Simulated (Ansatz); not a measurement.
# Si2H6 + AsH3: a complex and its separated parts

Aim: how far the complex at one end of a reaction step lies below its separated, relaxed parts, level by level.

The runs use Ansatz 0.2.0, Gaussian basis; PBE0-D4/def2-TZVP structures, single points in def2-TZVPP, no counterpoise correction.

Levels: SPW92, PBE-D4, BLYP-D4, r2SCAN-D4, B97M-V, PBE0-D4, B3LYP-D4, r2SCAN0-D4, BHLYP-D4, CAM-B3LYP-D4, wB97X-V, wB97M-V, B2PLYP, PBE-QIDH, RPA on PBE, Hartree-Fock, MP2, CCSD, CCSD(T).

Cores are frozen in the correlated methods. Filled d shells of the heavier atoms are correlated. B3LYP uses VWN-RPA correlation. B2PLYP carries no dispersion term here.

94 further runs of the same task are left out: 94 set aside as unsound or not needed. Runs told in other sessions of the task aren't counted.

**1. Starting geometry**

The complex: 12 atoms, charge 0, spin multiplicity 1.

Atoms are counted from 1 here; the program's logs count them from 0.

Bond lengths: Si1–H2 1.489 Å, Si1–H3 1.487 Å, Si1–H4 1.487 Å, Si1–Si5 2.340 Å, Si5–H8 1.488 Å, Si5–H9 1.488 Å, Si5–H10 1.488 Å, H6–As7 1.521 Å, As7–H11 1.521 Å, As7–H12 1.522 Å. Angles: H2–Si1–H3 108.7°, H2–Si1–H4 108.7°, H2–Si1–Si5 109.7°, H3–Si1–H4 109.1°, H3–Si1–Si5 110.3°, H4–Si1–Si5 110.3°, Si1–Si5–H8 110.3°, Si1–Si5–H9 110.4°, Si1–Si5–H10 110.3°, H8–Si5–H9 108.6°, H8–Si5–H10 108.6°, H9–Si5–H10 108.6°, H6–As7–H11 92.2°, H6–As7–H12 92.2°, H11–As7–H12 92.3°.

As a file:

```mol
AsH9Si2
  3D, bonds by distance, orders not assigned

 12 10  0  0  0  0  0  0  0  0999 V2000
   -0.6122    0.3317    0.2415 Si  0  0
    0.8587    0.3638    0.0127 H   0  0
   -1.2776   -0.1293   -1.0057 H   0  0
   -0.9046   -0.6341    1.3330 H   0  0
   -1.3688    2.4683    0.8217 Si  0  0
    2.5657   -2.4032    0.0038 H   0  0
    1.3770   -2.7821   -0.8665 As  0  0
   -0.7009    2.9326    2.0676 H   0  0
   -2.8391    2.4526    1.0494 H   0  0
   -1.0677    3.4369   -0.2667 H   0  0
    1.9111   -1.9813   -2.0444 H   0  0
    2.0585   -4.0560   -1.3462 H   0  0
  1  2  8  0
  1  3  8  0
  1  4  8  0
  1  5  8  0
  5  8  8  0
  5  9  8  0
  5 10  8  0
  6  7  8  0
  7 11  8  0
  7 12  8  0
M  END
```

Its parts: Si2H6 holds atoms 1, 2, 3, 4, 5, 8, 9, 10; AsH3 holds atoms 6, 7, 11, 12. Each part counts its atoms afresh in its own runs.

**2. Relaxing Si2H6 alone**

Contents of relax-a/in.yaml:

```yaml
crystal:
  periodic: [false, false, false]
  atoms:
    - {symbol: Si, position_ang: [-0.612196, 0.331728, 0.241472]}
    - {symbol: H, position_ang: [0.858668, 0.363807, 0.012667]}
    - {symbol: H, position_ang: [-1.277564, -0.129319, -1.005715]}
    - {symbol: H, position_ang: [-0.904600, -0.634121, 1.332999]}
    - {symbol: Si, position_ang: [-1.368801, 2.468322, 0.821738]}
    - {symbol: H, position_ang: [-0.700883, 2.932576, 2.067612]}
    - {symbol: H, position_ang: [-2.839091, 2.452627, 1.049388]}
    - {symbol: H, position_ang: [-1.067714, 3.436935, -0.266746]}
basis:
  gaussian: {orbitals: def2-TZVP}
hamiltonian: {xc: pbe0, dispersion: d4}
relax: {f_tol: 0.005, max_steps: 200}
```

Launch:

```console
$ ansatz run in.yaml --threads 8 --pin off --events-out ev --progress --plain --max-ram 19148MiB
```

The runs that follow: Relaxing AsH3 alone; SPW92/def2-TZVPP; PBE-D4/def2-TZVPP; BLYP-D4/def2-TZVPP; r2SCAN-D4/def2-TZVPP; B97M-V/def2-TZVPP; PBE0-D4/def2-TZVPP; B3LYP-D4/def2-TZVPP; r2SCAN0-D4/def2-TZVPP; BHLYP-D4/def2-TZVPP; CAM-B3LYP-D4/def2-TZVPP; wB97X-V/def2-TZVPP; wB97M-V/def2-TZVPP; B2PLYP/def2-TZVPP; PBE-QIDH/def2-TZVPP; RPA on PBE/def2-TZVPP; CCSD(T)/def2-TZVPP; Vibrations of Si2H6; Vibrations of AsH3.

What does the calculation give? Wanted: complex less parts, CCSD(T)/def2-TZVPP; with zero-point energy; largest T1 diagnostic.

The runs gave:

| quantity | value |
| --- | --- |
| complex less parts, CCSD(T)/def2-TZVPP | -0.049 eV |
| with zero-point energy | -0.029 eV |
| largest T1 diagnostic | 0.013 |

At CCSD(T) the complex lies 0.049 eV below its parts. Among the functionals r2SCAN0-D4 lands nearest to CCSD(T) (-0.002 eV) and SPW92 farthest (-0.046 eV). wB97X-V is as near within the digits shown. Mean unsigned error by rung: LDA 0.046, GGA 0.015, meta-GGA 0.003, hybrid 0.011, range-separated hybrid 0.003, double hybrid 0.029 eV. The double hybrids carry no dispersion term here, unlike the levels marked D4 or V. PBE-D4 gives a relative energy 0.022 eV too low, an error of 44 % of the reference. No counterpoise was applied, and triple zeta lacks some correlation, so the CCSD(T) reference has a basis error of its own, and close matches with it are partly luck.
